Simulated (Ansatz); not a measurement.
# WC: the cost of one run

Computed with Ansatz 0.2.0 (DFT PBEsol, scalar-relativistic, plane waves, PAW, unless a step's input says otherwise).

**1. The starting structure**

The structure is cubic, space group Fm-3m (No. 225). The conventional cell has a = 4.385 Å, b = 4.385 Å, c = 4.385 Å, α = 90.00°, β = 90.00°, γ = 90.00°. Around W (site symmetry m-3m) lie 6 C at 2.19 Å. Around C (site symmetry m-3m) lie 6 W at 2.19 Å.

Structure file:

```xyz
2
Lattice="0.0000 2.1927 2.1927 2.1927 0.0000 2.1927 2.1927 2.1927 0.0000" Properties=species:S:1:pos:R:3 pbc="T T T"
W     0.0000    0.0000    0.0000
C     2.1927    2.1927    2.1927
```

It goes back to an entry of the Materials Project, which need not be the stable form.

No relaxation comes first: the listed cell is the starting point.

**2. The reference cell**

Reference values: F = -10502.8157 eV; pressure -10.12 GPa; largest force 0.000 eV/Å; gap on the mesh none (metal). It was computed beforehand with the settings of the runs below.

**3. The scan: an energy map of one atom**

Atom 2 (C) is moved by p along (0.707, 0.707, 0.000) and q along (0.000, 0.000, 1.000) (Å), all else fixed; its images in the other cells move with it. Points alike by symmetry are run once.

**4. At p = -0.600, q = -0.600**

Contents of input.yaml:

```yaml
crystal:
  lattice:
    - [0.0, 2.192684, 2.192684]
    - [2.192684, 0.0, 2.192684]
    - [2.192684, 2.192684, 0.0]
  atoms:
    - { symbol: W, position: [0.0, 0.0, 0.0] }
    - { symbol: C, position: [0.3631813795, 0.3631813795, 0.4433278718] }
basis:
  ecutwfc: 420
kpoints:
  mp_grid: { grid: [18, 18, 18] }
hamiltonian:
  xc: pbesol
scf:
  occupations: { method: gaussian, width: 0.15 }
output:
  forces: true
  stress: true
  eigenvalues: true
```

The run is started by

```
ansatz run input.yaml --threads 1 --pin off --max-ram 2560MiB --backend cpu --events-out ev --progress --plain --runs-dir out
```

What time and memory should one allow on 1 thread of AMD EPYC 9R45 (Zen 5), shared host?

About 16 s, with a peak of 0.85 GiB.
